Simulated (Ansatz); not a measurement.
**GaHClO+ (triplet): wave-function methods side by side, cc-pVDZ**

An exercise on one series of results from a longer session: the logs are not shown, and one member is left open.

The runs use Ansatz 0.2.0, Gaussian basis; cc-pVDZ, core rule «outside noble gas», up to 20 orbitals frozen.

Plan: UHF; CCSD(T) on ROHF; CCSD(T) on UHF; BCCD(T) on ROHF; CISD as a restricted active space (open shells left free, so some higher excitations enter); CCSDT(Q) on ROHF; CCSDT(Q) on UHF; CASSCF and NEVPT2, 12 electrons in 11 orbitals.

39 further runs of the same task are left out: 10 for a known fault of the program, 14 that didn't finish, 15 set aside as unsound or not needed. Runs told in other sessions of the task aren't counted.

### What is computed

The geometry is a PBE0/def2-TZVP stationary point (not a proven minimum) of the parent state, kept for this charge and spin. No spin-orbit coupling is included. The filled d shell of Ga may be among the frozen orbitals whatever the setting's name suggests.

4 atoms, charge 1, spin multiplicity 3.

Atoms are counted from 1 here; the program's logs count them from 0.

Bond lengths: Cl1–Ga3 2.485 Å, O2–Ga3 2.044 Å, Ga3–H4 1.646 Å. Angles: Cl1–Ga3–O2 58.9°, Cl1–Ga3–H4 154.9°, O2–Ga3–H4 96.0°.

Coordinates:

```xyz
4
charge 1, multiplicity 3
Cl    0.00000   -0.26755    1.63307
O     0.00000    1.51045    0.23875
Ga    0.00000   -0.21794   -0.85153
H     0.00000    0.51071   -2.32738
```

The first run:

The input, in.yaml:

```yaml
crystal:
  periodic: [false, false, false]
  atoms:
    - {symbol: Cl, position_ang: [0.000000, -0.267554, 1.633067]}
    - {symbol: O, position_ang: [0.000000, 1.510446, 0.238746]}
    - {symbol: Ga, position_ang: [0.000000, -0.217939, -0.851528]}
    - {symbol: H, position_ang: [0.000000, 0.510707, -2.327383]}
basis:
  gaussian: {orbitals: cc-pVDZ}
total_charge: 1
magnetization: {spin_polarized: true, initial_magnetization: 2}
hamiltonian: {xc: hf}
output: {orbitals: {seedname: orbitals}}
```

Run with:

```sh
$ ansatz run in.yaml --threads 1 --pin off --events-out ev --progress --plain --max-ram 2393MiB
```

Among the steps run: UHF; CCSD(T) on ROHF; CCSD(T) on UHF; BCCD(T) on ROHF; CISD as a restricted active space (open shells left free, so some higher excitations enter); CCSDT(Q) on ROHF; CCSDT(Q) on UHF; CASSCF and NEVPT2, 12 electrons in 11 orbitals.

One of the session's tables, all rows but one given; the rest of the session is left out.

It belongs to the step «Misses and costs». 

| method | from RCCSDT(Q) (meV) |
| --- | --- |
| ROHF | +10239.8 |
| UHF | +9990.0 |
| RMP2 | +1664.3 |
| UMP2 | +1615.1 |
| RCCSD | +431.6 |
| UCCSD | +422.8 |
| RCCSD(T) | +107.2 |
| UCCSD(T) | +106.6 |
| BCCD(T) | ? |
| RCCSDT | +35.9 |
| UCCSDT | +35.4 |
| RCCSDT(Q) | 0 |
| UCCSDT(Q) | -13.7 |
| CASSCF valence | +7756.2 |
| NEVPT2 valence | +1257.4 |

Estimate the missing values for BCCD(T).

The run gave: from RCCSDT(Q) (meV): +109.5. In the column «from RCCSDT(Q) (meV)» it lies between RCCSD(T) (+107.2) and UCCSD (+422.8).

Not comparable, so not listed: CISD as a restricted active space (open shells left free, so some higher excitations enter) (they don't share determinant, frozen orbitals or solution with the rows shown, or repeat one).

Limits of these values: Restricted and unrestricted rows rest on different reference determinants; a gap between their highest levels can come from leftover correlation error, from unlike frozen cores or from another state.
